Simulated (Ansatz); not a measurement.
Task: Wannier functions of the valence bands of MgS, space group Fm-3m, with Ansatz 0.2.0 through its Python package. Give the script and its output. Level of theory: PBE, PAW, cutoff 435 eV, 6×6×6 k-points, fixed occupations.

Contents of `mgs.cif`:
```cif
data_MgS
_cell_length_a 3.679289
_cell_length_b 3.679289
_cell_length_c 3.679289
_cell_angle_alpha 60.00000
_cell_angle_beta 60.00000
_cell_angle_gamma 60.00000
_symmetry_space_group_name_H-M 'P 1'
_symmetry_Int_Tables_number 1
loop_
_symmetry_equiv_pos_as_xyz
'x, y, z'
loop_
_atom_site_label
_atom_site_type_symbol
_atom_site_fract_x
_atom_site_fract_y
_atom_site_fract_z
Mg1 Mg    0.000000    0.000000    0.000000
S2 S    0.500000    0.500000    0.500000
```

The script, `wannier_mgs.py`:
```python
# -*- coding: utf-8 -*-
"""Wannier functions of the anion p bands of MgS."""

from pathlib import Path

import ansatz as az
from ase.io import read
import tomllib

atoms = read("mgs.cif")
structure = az.Crystal.from_ase(atoms)

base = structure.calculation()
base = base.functional(az.Functional.PBE)
base = base.kpoints(spacing=0.36).basis(16 * az.Ha)
base = base.occupations("fixed").wannier(mesh=(4, 4, 4), projections=[az.TrialShell("S", "p")], minimise=True)
done = base.run(threads=1, runs_dir="w90")
spreads = tomllib.loads(Path(done.output_folder, "results", "wannier.spreads.toml").read_text())
print("converged:", spreads["converged"], "in", spreads["n_iter"], "steps; least projectability", round(spreads["least_projectability"], 3))
print("invariant, diagonal, off-diagonal spread (A^2):", *(round(spreads[k], 4) for k in ("omega_i_ang2", "omega_d_ang2", "omega_od_ang2")))
for function in spreads["wannier"]:
    print("centre", [round(v, 3) for v in function["r"]], "spread", round(function["spread"], 4))
```

```console
$ python wannier_mgs.py
converged: True in 21 steps; least projectability 0.845
invariant, diagonal, off-diagonal spread (A^2): 5.2242 0.0 0.0627
centre [3.679, 2.124, 1.502] spread 1.7623
centre [3.679, 2.124, 1.502] spread 1.7623
centre [3.679, 2.124, 1.502] spread 1.7623
```

The starting cell is as deposited in a crystallographic database; the results hold for this polymorph, which needn't be the stable one. Wall time of the script: 2 s on 1 thread of Intel(R) Xeon(R) Platinum 8259CL CPU @ 2.50GHz (Skylake/Cascade Lake), on a shared host, peak memory 0.4 GiB.

(A comment or docstring line of the script was reworded after the run, the code is as it ran; lines on the test bed's own set-up are left out of the output.)
